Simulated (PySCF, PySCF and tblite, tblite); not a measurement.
# C8H12: conformers and averaged spectra, part 2 of 2

PySCF and tblite. Atoms count from 0.

### Step 6. Shieldings, conformer 1: PBE/pcSseg-1 in dimethylsulfoxide

Job settings and geometry (Å):

```
{"job": {"xc": "PBE", "basis": "pcSseg-1", "solvent": "dimethylsulfoxide", "kind": "nmr", "pop": false}, "charge": 0, "multiplicity": 1}
C      3.157003    -0.272596     0.308941
C      1.963224    -0.244548     0.427395
C      0.511075    -0.217086     0.531689
C     -0.120865    -1.606071     0.260972
C     -1.062859    -1.422428    -0.936641
C     -1.415569     0.065932    -0.933941
C     -0.112136     0.751932    -0.506893
C     -0.322425     2.154539     0.055323
H      4.210366    -0.293796     0.220028
H      0.240940     0.111549     1.543954
H     -0.679996    -1.933478     1.141149
H      0.645089    -2.355170     0.050202
H     -0.544201    -1.678516    -1.865381
H     -1.949879    -2.054025    -0.854136
H     -1.753776     0.410284    -1.913364
H     -2.205854     0.266237    -0.203209
H      0.555367     0.813843    -1.376348
H      0.632825     2.588047     0.353035
H     -0.774331     2.798094    -0.700376
H     -0.979145     2.127937     0.926285
```

Log:

```text
coarse grid: 16128 points
cycle   1  E = -311.3469262890  dE =  6.650e-01  |g| = 6.709e-01  |ddm| = 4.145e+00
cycle   2  E = -311.2315414359  dE =  1.154e-01  |g| = 9.373e-01  |ddm| = 1.667e+00
cycle   3  E = -311.4705026004  dE = -2.390e-01  |g| = 1.135e-01  |ddm| = 1.081e+00
cycle   4  E = -311.4729529822  dE = -2.450e-03  |g| = 5.301e-02  |ddm| = 1.549e-01
cycle   5  E = -311.4734891312  dE = -5.361e-04  |g| = 2.712e-02  |ddm| = 5.362e-02
cycle   6  E = -311.4736658078  dE = -1.767e-04  |g| = 6.154e-03  |ddm| = 2.322e-02
cycle   7  E = -311.4736746642  dE = -8.856e-06  |g| = 1.430e-03  |ddm| = 5.276e-03
final grid: 154128 points
cycle   8  E = -311.5447566309  dE = -6.423e-05  |g| = 1.482e-02  |ddm| = 6.991e-02
cycle   9  E = -311.5446737443  dE =  8.289e-05  |g| = 2.308e-02  |ddm| = 3.597e-02
cycle  10  E = -311.5448107164  dE = -1.370e-04  |g| = 4.316e-03  |ddm| = 2.336e-02
cycle  11  E = -311.5448152036  dE = -4.487e-06  |g| = 1.029e-03  |ddm| = 3.703e-03
cycle  12  E = -311.5448154537  dE = -2.500e-07  |g| = 2.389e-04  |ddm| = 9.996e-04
cycle  13  E = -311.5448154675  dE = -1.384e-08  |g| = 4.591e-05  |ddm| = 2.254e-04
cycle  14  E = -311.5448154679  dE = -4.216e-10  |g| = 1.875e-05  |ddm| = 5.182e-05
converged SCF energy = -311.5448154679

GIAO shielding tensors (ppm)
atom      isotropic    diamagn.    paramagn.     s11        s22        s33       span
  0 C      112.847     256.274    -143.427     44.472     47.542    246.528    202.056
  1 C       84.928     259.993    -175.065    -24.487    -15.763    295.035    319.522
  2 C      141.553     246.102    -104.550    115.476    145.289    163.893     48.416
  3 C      142.300     247.218    -104.919    101.981    153.631    171.286     69.305
  4 C      150.686     247.789     -97.104    120.470    163.038    168.549     48.079
  5 C      139.547     248.773    -109.225    108.669    145.932    164.042     55.373
  6 C      128.840     245.527    -116.687    100.062    135.201    151.257     51.195
  7 C      159.936     245.079     -85.143    141.966    155.359    182.484     40.518
  8 H       29.661      34.421      -4.761     24.470     24.552     39.959     15.489
  9 H       29.038      30.108      -1.070     26.611     27.405     33.098      6.487
 10 H       29.115      29.841      -0.726     24.323     27.804     35.218     10.895
 11 H       29.538      29.812      -0.275     24.748     28.952     34.913     10.165
 12 H       29.536      30.098      -0.562     25.146     27.787     35.675     10.530
 13 H       29.649      28.747       0.902     24.947     27.131     36.869     11.922
 14 H       29.484      30.139      -0.655     25.276     27.554     35.622     10.347
 15 H       30.219      31.312      -1.093     25.760     29.609     35.287      9.527
 16 H       29.376      32.079      -2.703     27.222     28.318     32.588      5.365
 17 H       29.968      29.041       0.928     25.226     28.664     36.015     10.789
 18 H       30.176      28.376       1.800     25.675     27.700     37.153     11.478
 19 H       30.800      29.672       1.128     27.349     28.871     36.181      8.831
```

Wall time 25 s (1 thread of Intel Xeon Platinum 8488C, shared host); peak memory 0.85 GiB.

Key values: HOMO -6.43 eV, LUMO 0.21 eV; dipole 1.38 D.

### Step 7. Single-point energy, conformer 1: B97-D/cc-pVDZ in dimethylsulfoxide

Changed since step 6:

```diff
@@ -1,2 +1,2 @@
-{"job": {"xc": "PBE", "basis": "pcSseg-1", "solvent": "dimethylsulfoxide", "kind": "nmr", "pop": false}, "charge": 0, "multiplicity": 1}
+{"job": {"xc": "B97-D", "basis": "cc-pVDZ", "solvent": "dimethylsulfoxide", "kind": "sp"}, "charge": 0, "multiplicity": 1}
 C      3.157003    -0.272596     0.308941
```

Log:

```text
coarse grid: 16128 points
cycle   1  E = -311.6519508289  dE =  6.866e-01  |g| = 5.931e-01  |ddm| = 9.094e+00
cycle   2  E = -311.5808982578  dE =  7.105e-02  |g| = 7.899e-01  |ddm| = 3.030e+00
cycle   3  E = -311.7558100475  dE = -1.749e-01  |g| = 9.743e-02  |ddm| = 1.611e+00
cycle   4  E = -311.7579069453  dE = -2.097e-03  |g| = 3.934e-02  |ddm| = 2.165e-01
cycle   5  E = -311.7581814948  dE = -2.745e-04  |g| = 2.356e-02  |ddm| = 8.100e-02
cycle   6  E = -311.7583203647  dE = -1.389e-04  |g| = 5.461e-03  |ddm| = 3.487e-02
cycle   7  E = -311.7583276430  dE = -7.278e-06  |g| = 1.257e-03  |ddm| = 9.108e-03
final grid: 154128 points
cycle   8  E = -311.7708043675  dE = -8.719e-05  |g| = 4.583e-03  |ddm| = 1.161e-01
cycle   9  E = -311.7707973801  dE =  6.987e-06  |g| = 6.892e-03  |ddm| = 2.246e-02
cycle  10  E = -311.7708096744  dE = -1.229e-05  |g| = 1.397e-03  |ddm| = 1.298e-02
cycle  11  E = -311.7708101546  dE = -4.802e-07  |g| = 4.625e-04  |ddm| = 2.408e-03
cycle  12  E = -311.7708102052  dE = -5.053e-08  |g| = 1.184e-04  |ddm| = 7.586e-04
cycle  13  E = -311.7708102091  dE = -3.909e-09  |g| = 1.675e-05  |ddm| = 2.340e-04
cycle  14  E = -311.7708102091  dE = -7.105e-11  |g| = 5.418e-06  |ddm| = 3.802e-05
converged SCF energy = -311.7708102091
```

It took 14 s on 1 thread of Intel Xeon Platinum 8488C, shared host; peak memory 0.66 GiB.

This run: HOMO -6.18 eV, LUMO 0.58 eV; dipole 1.34 D.

### Step 8. Shieldings, conformer 2: PBE/pcSseg-1 in dimethylsulfoxide

Job settings and geometry (Å):

```
{"job": {"xc": "PBE", "basis": "pcSseg-1", "solvent": "dimethylsulfoxide", "kind": "nmr", "pop": false}, "charge": 0, "multiplicity": 1}
C      3.150645    -0.481048    -0.119222
C      2.037054    -0.323647     0.299019
C      0.671587    -0.133643     0.776737
C     -0.184284    -1.393282     0.522273
C     -0.922627    -1.154187    -0.807758
C     -0.535443     0.257635    -1.276465
C     -0.027332     0.986259    -0.025206
C     -1.167339     1.617700     0.775589
H      4.137330    -0.618985    -0.473590
H      0.704372     0.106872     1.846202
H     -0.898822    -1.523996     1.338730
H      0.441874    -2.286754     0.478050
H     -0.640590    -1.900226    -1.554201
H     -2.003315    -1.224978    -0.658340
H      0.270516     0.198942    -2.013631
H     -1.379145     0.776968    -1.736087
H      0.689619     1.769806    -0.295818
H     -0.779091     2.082911     1.682562
H     -1.662065     2.385171     0.179068
H     -1.908095     0.869163     1.059056
```

Log:

```text
coarse grid: 16128 points
cycle   1  E = -311.3442437281  dE =  6.669e-01  |g| = 6.729e-01  |ddm| = 4.119e+00
cycle   2  E = -311.2132131459  dE =  1.310e-01  |g| = 9.726e-01  |ddm| = 1.673e+00
cycle   3  E = -311.4667745626  dE = -2.536e-01  |g| = 1.346e-01  |ddm| = 1.117e+00
cycle   4  E = -311.4700778502  dE = -3.303e-03  |g| = 6.487e-02  |ddm| = 1.885e-01
cycle   5  E = -311.4709566409  dE = -8.788e-04  |g| = 2.748e-02  |ddm| = 6.194e-02
cycle   6  E = -311.4711379021  dE = -1.813e-04  |g| = 6.354e-03  |ddm| = 2.456e-02
cycle   7  E = -311.4711475860  dE = -9.684e-06  |g| = 1.363e-03  |ddm| = 6.029e-03
final grid: 154128 points
cycle   8  E = -311.5429839020  dE = -6.299e-05  |g| = 1.506e-02  |ddm| = 7.437e-02
cycle   9  E = -311.5428869873  dE =  9.691e-05  |g| = 2.449e-02  |ddm| = 3.742e-02
cycle  10  E = -311.5430399036  dE = -1.529e-04  |g| = 4.085e-03  |ddm| = 2.498e-02
cycle  11  E = -311.5430436855  dE = -3.782e-06  |g| = 1.304e-03  |ddm| = 3.883e-03
cycle  12  E = -311.5430440954  dE = -4.099e-07  |g| = 2.453e-04  |ddm| = 1.194e-03
cycle  13  E = -311.5430441101  dE = -1.470e-08  |g| = 4.702e-05  |ddm| = 2.480e-04
cycle  14  E = -311.5430441106  dE = -4.409e-10  |g| = 1.937e-05  |ddm| = 5.425e-05
converged SCF energy = -311.5430441106

GIAO shielding tensors (ppm)
atom      isotropic    diamagn.    paramagn.     s11        s22        s33       span
  0 C      111.365     257.016    -145.650     39.150     52.200    242.746    203.596
  1 C       84.754     259.932    -175.177    -31.257     -9.941    295.460    326.717
  2 C      141.025     247.474    -106.449    122.925    140.410    159.740     36.815
  3 C      147.056     247.167    -100.110    112.841    153.743    174.586     61.745
  4 C      156.787     246.843     -90.055    120.791    170.586    178.985     58.194
  5 C      146.070     247.401    -101.331    115.348    152.988    169.874     54.526
  6 C      131.866     246.077    -114.211    108.167    135.409    152.022     43.855
  7 C      159.803     246.591     -86.789    132.408    162.861    184.139     51.731
  8 H       29.625      34.676      -5.051     24.408     24.584     39.883     15.476
  9 H       28.760      29.637      -0.876     24.329     28.092     33.860      9.531
 10 H       29.177      30.170      -0.993     24.966     26.961     35.604     10.638
 11 H       29.551      29.793      -0.241     25.056     28.257     35.340     10.283
 12 H       29.507      29.223       0.284     24.794     27.303     36.423     11.629
 13 H       29.542      29.721      -0.180     25.027     27.228     36.370     11.342
 14 H       29.212      30.786      -1.574     25.393     26.992     35.251      9.858
 15 H       29.976      30.689      -0.712     25.874     27.892     36.163     10.290
 16 H       29.122      31.736      -2.613     24.985     28.330     34.052      9.067
 17 H       30.496      29.150       1.346     25.673     28.302     37.513     11.840
 18 H       30.529      28.999       1.530     25.950     27.919     37.718     11.768
 19 H       30.540      30.481       0.059     26.114     29.991     35.515      9.401
```

Wall time 25 s (1 thread of Intel Xeon Platinum 8488C, shared host); peak memory 0.84 GiB.

In short: HOMO -6.48 eV, LUMO 0.11 eV; dipole 1.28 D.

### Step 9. Single-point energy, conformer 2: B97-D/cc-pVDZ in dimethylsulfoxide

Changed since step 8:

```diff
@@ -1,2 +1,2 @@
-{"job": {"xc": "PBE", "basis": "pcSseg-1", "solvent": "dimethylsulfoxide", "kind": "nmr", "pop": false}, "charge": 0, "multiplicity": 1}
+{"job": {"xc": "B97-D", "basis": "cc-pVDZ", "solvent": "dimethylsulfoxide", "kind": "sp"}, "charge": 0, "multiplicity": 1}
 C      3.150645    -0.481048    -0.119222
```

Log:

```text
coarse grid: 16128 points
cycle   1  E = -311.6488577797  dE =  6.873e-01  |g| = 5.947e-01  |ddm| = 9.087e+00
cycle   2  E = -311.5662755260  dE =  8.258e-02  |g| = 8.203e-01  |ddm| = 3.038e+00
cycle   3  E = -311.7518036412  dE = -1.855e-01  |g| = 1.148e-01  |ddm| = 1.631e+00
cycle   4  E = -311.7545456423  dE = -2.742e-03  |g| = 5.048e-02  |ddm| = 2.457e-01
cycle   5  E = -311.7550559252  dE = -5.103e-04  |g| = 2.548e-02  |ddm| = 9.343e-02
cycle   6  E = -311.7552200501  dE = -1.641e-04  |g| = 5.351e-03  |ddm| = 3.862e-02
cycle   7  E = -311.7552271939  dE = -7.144e-06  |g| = 1.214e-03  |ddm| = 9.784e-03
final grid: 154128 points
cycle   8  E = -311.7680504695  dE = -8.796e-05  |g| = 4.356e-03  |ddm| = 1.217e-01
cycle   9  E = -311.7680437372  dE =  6.732e-06  |g| = 6.665e-03  |ddm| = 2.130e-02
cycle  10  E = -311.7680548830  dE = -1.115e-05  |g| = 1.860e-03  |ddm| = 1.263e-02
cycle  11  E = -311.7680557827  dE = -8.997e-07  |g| = 3.804e-04  |ddm| = 2.837e-03
cycle  12  E = -311.7680558149  dE = -3.226e-08  |g| = 1.201e-04  |ddm| = 7.264e-04
cycle  13  E = -311.7680558189  dE = -3.971e-09  |g| = 1.812e-05  |ddm| = 2.451e-04
cycle  14  E = -311.7680558190  dE = -7.810e-11  |g| = 6.518e-06  |ddm| = 4.114e-05
converged SCF energy = -311.7680558190
```

Run time: 14 s. Hardware: 1 thread of Intel Xeon Platinum 8488C, shared host; peak memory 0.66 GiB.

Key values: HOMO -6.22 eV, LUMO 0.46 eV; dipole 1.24 D.

### Step 10. Boltzmann average: properties at PBE/pcSseg-1 in dimethylsulfoxide

Job settings and geometry (Å):

```
{"job": {"study": "conf", "smiles": "C#C[C@@H]1CCC[C@H]1C", "search": {"seed": 4097, "n_embed": 60, "ff_keep": 14, "window": 3.0, "nmax": 10, "temps": [150, 200, 250, 298.15, 400], "t_ref": 298.15, "order": 0.002}, "level": {"nmr": {"xc": "PBE", "basis": "pcSseg-1", "solvent": "dimethylsulfoxide"}, "sp": {"xc": "B97-D", "basis": "cc-pVDZ", "solvent": "dimethylsulfoxide"}, "alter": {"geometry": "GFN1-xTB"}, "change": "PBE/pcSseg-1; solvent dimethylsulfoxide; energies B97-D/cc-pVDZ; GFN1-xTB geometries", "top": 4}, "kind": "conf"}, "charge": 0, "multiplicity": 1}
C      3.157003    -0.272596     0.308941
C      1.963224    -0.244548     0.427395
C      0.511075    -0.217086     0.531689
C     -0.120865    -1.606071     0.260972
C     -1.062859    -1.422428    -0.936641
C     -1.415569     0.065932    -0.933941
C     -0.112136     0.751932    -0.506893
C     -0.322425     2.154539     0.055323
H      4.210366    -0.293796     0.220028
H      0.240940     0.111549     1.543954
H     -0.679996    -1.933478     1.141149
H      0.645089    -2.355170     0.050202
H     -0.544201    -1.678516    -1.865381
H     -1.949879    -2.054025    -0.854136
H     -1.753776     0.410284    -1.913364
H     -2.205854     0.266237    -0.203209
H      0.555367     0.813843    -1.376348
H      0.632825     2.588047     0.353035
H     -0.774331     2.798094    -0.700376
H     -0.979145     2.127937     0.926285
```

Log:

```text
conformer  sym    E(xTB)   E(DFT)   G(298.15 K)  weight  dipole/D
    1     C1      0.000    0.000    0.000   0.8410    1.338
    2     C1      0.664    0.855    0.987   0.1590    1.242

mean shielding (ppm) by class
class atoms           150 K      200 K      250 K   298.15 K      400 K
  0 C  0             112.79    112.727    112.665    112.612    112.524
  1 C  1             84.922     84.914     84.907     84.901      84.89
  2 C  2            141.532     141.51    141.488    141.469    141.438
  3 C  3            142.484    142.685    142.885    143.056    143.337
  4 C  4            150.922     151.18    151.436    151.656    152.016
  5 C  5              139.8    140.076     140.35    140.584     140.97
  6 C  6            128.957    129.085    129.213    129.321      129.5
  7 C  7            159.931    159.925     159.92    159.915    159.907
  8 H  8             29.659     29.658     29.656     29.655     29.653
  9 H  9             29.027     29.015     29.004     28.994     28.977
 10 H  10            29.117      29.12     29.122     29.125     29.128
 11 H  11            29.538     29.539     29.539      29.54     29.541
 12 H  12            29.535     29.534     29.532     29.531      29.53
 13 H  13            29.645      29.64     29.636     29.632     29.625
 14 H  14            29.473     29.462     29.451     29.441     29.425
 15 H  15             30.21     30.199     30.189      30.18     30.166
 16 H  16            29.366     29.356     29.345     29.336     29.321
 17 H  17,18,19      30.323     30.332     30.341     30.348      30.36
```

It took 79 s on 1 thread of Intel Xeon Platinum 8488C, shared host. This counts the runs that the step sums up.

Against the first level, at 298 K (shieldings, ppm; largest changes first):

```
atoms  PBE0/pcSseg-1  PBE/pcSseg-1 in dimethylsulfoxide  change
   C6          137.9                              129.3    -8.5
   C2          149.6                              141.5    -8.1
   C3          149.7                              143.1    -6.6
   C1           91.4                               84.9    -6.5
   C5          147.0                              140.6    -6.5
   C4          157.7                              151.7    -6.0
   C7          165.3                              159.9    -5.4
   H8          30.19                              29.66   -0.54
   H9          29.53                              28.99   -0.54
  H10          29.58                              29.12   -0.45
```

Weights: from PBE0/pcSseg-1 energies 1: 83 %, 2: 17 %; from B97-D/cc-pVDZ in dimethylsulfoxide energies 1: 84 %, 2: 16 % (with a dispersion term where the level has one and the same thermal terms, so they don't follow from the SCF energies alone). Times: 61 s and 79 s.

### Step 11. What came out

The summary covers parts 1 to 2.

| quantity | value |
| --- | --- |
| conformers | 2; the first in weight is no. 1 (C1), 83 % at 298 K |
| root-mean-square dipole | 0.90 D |
| averaged ¹³C shifts (PBE0/pcSseg-1) | 95.5, 73.9, 49.1, 39.9, 37.3, 37.3, 29.3, 21.6 ppm |
| averaged ¹H shifts (PBE0/pcSseg-1) | 2.19, 2.14, 2.02, 2.00, 1.91, 1.83, 1.73, 1.52, 1.16, 1.09 ppm |

Conformer 1 leads with 83 % at 298 K, and its share goes from 96 % at 150 K to 77 % at 400 K. Among conformers over 5 %, C5 differs by 5.7 ppm, while the average moves by 1.1 ppm from 150 to 400 K. Between PBE0/pcSseg-1 and PBE/pcSseg-1 in dimethylsulfoxide, C6 changes most, by 8.5 ppm of raw shielding (the geometries differ too); the energies behind both averages, dispersion terms included where typed, rank the same conformer first.
